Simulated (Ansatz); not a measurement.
# WSe2: the cost of one run

Method: reference: DFT PBE, plane waves, PAW, scalar-relativistic, no spin polarisation, in Ansatz 0.2.0.

**1. The system as given**

It takes space group P6_3/mmc (No. 194, hexagonal). The conventional cell has a = 3.299 Å, b = 3.299 Å, c = 13.028 Å, α = 90.00°, β = 90.00°, γ = 120.00°. W (site symmetry -6m2) is surrounded by 6 Se at 2.54 Å. Se (site symmetry 3m) is surrounded by 3 W at 2.54 Å.

Structure file:

```
CELL_PARAMETERS angstrom
3.29910 0.00000 0.00000
-1.64955 2.85711 0.00000
0.00000 0.00000 13.02752
ATOMIC_POSITIONS crystal
W 0.33333 0.66667 0.25000
W 0.66667 0.33333 0.75000
Se 0.33333 0.66667 0.62110
Se 0.66667 0.33333 0.12110
Se 0.33333 0.66667 0.87890
Se 0.66667 0.33333 0.37890
```

**2. The reference run**

Contents of input.yaml:

```yaml
crystal:
  lattice:
    - [3.299098, 0.0, 0.0]
    - [-1.649549, 2.857108, 0.0]
    - [0.0, 0.0, 13.027518]
  atoms:
    - { symbol: W, position: [0.33333, 0.66667, 0.25] }
    - { symbol: W, position: [0.66666, 0.33333, 0.75] }
    - { symbol: Se, position: [0.33333, 0.66667, 0.6211] }
    - { symbol: Se, position: [0.66666, 0.33333, 0.1211] }
    - { symbol: Se, position: [0.33333, 0.66667, 0.8789] }
    - { symbol: Se, position: [0.66667, 0.33334, 0.3789] }
  symmetry: { tolerance: 0.0003 }
kpoints:
  mp_grid: { grid: [6, 6, 2], shift: [0, 0, 0] }
magnetization:
  spin_polarized: false
scf:
  occupations: { method: fermi_dirac, width: 0.0101 }
hamiltonian:
  pseudopotentials: { kind: paw }
  xc: pbe
basis:
  ecutwfc: 420
output:
  forces: true
  stress: true
  eigenvalues: true
```

Launch:

```
$ ansatz run input.yaml --threads 1 --pin off --max-ram 2560MiB --backend cpu --events-out ev --progress --plain --runs-dir out
```

What time and memory should one allow on 1 thread of Intel Xeon Platinum 8488C (Sapphire Rapids), shared host?

About 7 s, with a peak of 0.44 GiB.
